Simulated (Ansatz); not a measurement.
# CH4AlBr (SMILES [AlH2][CH2]Br): functionals against CCSD(T) at one geometry

An exercise on one series of results from a longer session: the logs are not shown, and one member is left open.

Method: single points in def2-TZVPP; program: Ansatz 0.2.0, Gaussian basis.

Cores are frozen in the correlated methods. Filled d shells of the heavier atoms are correlated.

### The starting structure

7 atoms, charge 0, spin multiplicity 1.

Atoms are counted from 1 here; the program's logs count them from 0.

Bond lengths: Al1–C2 1.925 Å, Al1–Br3 2.802 Å, Al1–H4 1.744 Å, Al1–H5 1.562 Å, C2–Br3 2.150 Å, C2–H6 1.044 Å, C2–H7 1.019 Å. Angles: C2–Al1–Br3 50.0°, C2–Al1–H4 132.2°, C2–Al1–H5 115.5°, Br3–Al1–H4 82.7°, Br3–Al1–H5 165.2°, H4–Al1–H5 112.0°, Al1–C2–Br3 86.7°, Al1–C2–H6 126.2°, Al1–C2–H7 127.9°, Br3–C2–H6 105.5°, Br3–C2–H7 97.2°, H6–C2–H7 102.7°, Al1–Br3–C2 43.3°.

As a file:

```
atom    x (Å)    y (Å)    z (Å)
 Al1  -0.6564   0.2655  -0.7380
  C2   0.7192   0.1809   0.6054
 Br3   0.4269  -1.9495   0.5929
  H4  -1.7710  -0.9275  -1.3508
  H5  -0.9450   1.6876  -1.3158
  H6   0.6245   0.4697   1.6041
  H7   1.7289   0.1727   0.4685
```

The first run:

Input file run/in.yaml:

```yaml
crystal:
  periodic: [false, false, false]
  atoms:
    - {symbol: Al, position_ang: [-0.656400, 0.265500, -0.738000]}
    - {symbol: C, position_ang: [0.719200, 0.180900, 0.605400]}
    - {symbol: Br, position_ang: [0.426900, -1.949500, 0.592900]}
    - {symbol: H, position_ang: [-1.771000, -0.927500, -1.350800]}
    - {symbol: H, position_ang: [-0.945000, 1.687600, -1.315800]}
    - {symbol: H, position_ang: [0.624500, 0.469700, 1.604100]}
    - {symbol: H, position_ang: [1.728900, 0.172700, 0.468500]}
basis:
  gaussian: {orbitals: def2-TZVPP}
correlation: {method: ccsd_t}
output: {forces: true}
```

No record of the launch command was kept for these runs.

Among the steps run: CCSD(T)/def2-TZVPP; PBE0-D4/def2-TZVPP; wB97M-V/def2-TZVPP; r2SCAN-D4/def2-TZVPP; PBE-D4/def2-TZVPP; revPBE-D4/def2-TZVPP; r2SCAN0-D4/def2-TZVPP.

One table of the session follows, with a row left open; its other results are not shown here.

```
    method  RMS force component (eV/Å)  angle to CCSD(T) forces (°)  dipole (D)
   CCSD(T)                       1.195                    reference        1.96
   PBE0-D4                       1.211                          4.1        2.02
   wB97M-V                       1.202                          3.1        2.08
 r2SCAN-D4                       1.170                          4.4        2.06
    PBE-D4                           ?                            ?           ?
 revPBE-D4                       1.215                          7.4        1.92
r2SCAN0-D4                       1.174                          3.8        2.13
```

Estimate the missing values for PBE-D4.

As computed: RMS force component (eV/Å): 1.220; angle to CCSD(T) forces (°): 7.0; dipole (D): 1.90. In the column «RMS force component (eV/Å)» it is the highest.
